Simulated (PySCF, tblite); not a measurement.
# C₃H₅F₂OSi radical: geometry, infrared bands and EPR parameters

Aim: predict the infrared bands and EPR parameters of C₃H₅F₂OSi radical (`[H]/[C]=C\O[SiH2]C(F)F`).

Programs: tblite 0.8.0 and PySCF 2.14.0, with density-fitted response routines of our own. Each step states its level of theory. These are calculated values for one molecule in the gas phase, unless marked as measured. Atoms are numbered from 0 throughout.

**1. Starting geometry**

12 atoms, charge 0, multiplicity 2; geometry from: force field or distance geometry start.

Bonds of the start (Å): C0–C1 1.29, C1–O2 1.38, O2–Si3 1.66, Si3–C4 1.85, C4–F5 1.36, C4–F6 1.37, C0–H7 1.07, C1–H8 1.08, Si3–H9 1.48, Si3–H10 1.50, C4–H11 1.09.

**2. Geometry optimisation with GFN2-xTB**

The job: settings as JSON, then the geometry in Å.

```
{"job": {"kind": "relax", "xc": "GFN2-xTB", "basis": "xTB"}, "charge": 0, "multiplicity": 2}
C     -3.065700     0.173400     0.123700
C     -1.965100    -0.194400    -0.428900
O     -0.805400     0.161300     0.227200
Si     0.671700    -0.278000    -0.398700
C      2.105900     0.359100     0.572800
F      3.268700    -0.127600     0.056200
F      2.188100     1.718700     0.453200
H     -3.979700     0.495500     0.581700
H     -1.895000    -0.760800    -1.340700
H      0.719400     0.127400    -1.817700
H      0.694900    -1.778100    -0.419200
H      2.063400     0.102800     1.629200
```

Run with:

```sh
> OMP_NUM_THREADS=1 python probes_run.py task.json out
```

This one command runs all jobs of the session in turn.

**Question.** This job is followed by: GFN2-xTB harmonic vibrations, gas phase; UKS B3LYP, pcH-1 on C F H O Si, non-relativistic, mean-field spin-orbit, GIAO. What will the session give for the following? strongest single infrared mode (GFN2-xTB); zero-point energy (GFN2-xTB); g(iso) (B3LYP); ⟨S²⟩; largest a(iso) (averaged by class); potential on the surface of density 0.002 e/bohr³, 1st and 99th percentile.

As calculated:

| quantity | value |
| --- | --- |
| strongest single infrared mode (GFN2-xTB) | 2284 cm⁻¹, 358 km/mol |
| zero-point energy (GFN2-xTB) | 43.5 kcal/mol |
| g(iso) (B3LYP) | 2.00214 |
| ⟨S²⟩ | 0.759 (exact 0.75) |
| largest a(iso) (averaged by class) | 13C on C0, 309.3 MHz |
| potential on the surface of density 0.002 e/bohr³, 1st and 99th percentile | -0.93 V and 1.94 V |

**Reading.** The optimisation took 89 steps and gained 0.435 eV; among the close pairs (by a distance rule), Si3–C4 changed most, from 1.846 to 1.929 Å. No mode is imaginary among the 30: a minimum at this level. The strongest single mode, at 2284 cm⁻¹, moves mainly H10. Unscaled tight-binding wavenumbers are off by several per cent, some by more. Its intensities can rank the bands wrongly. Most of the unpaired spin sits on C0 (1.07 e). The isotropic g lies 0.2 ppt below the free-electron value. These values are for one conformer; the search (at its own cheap level) found 2 more, at 0.59, 1.69 kcal/mol, and measured spectra average over such forms.
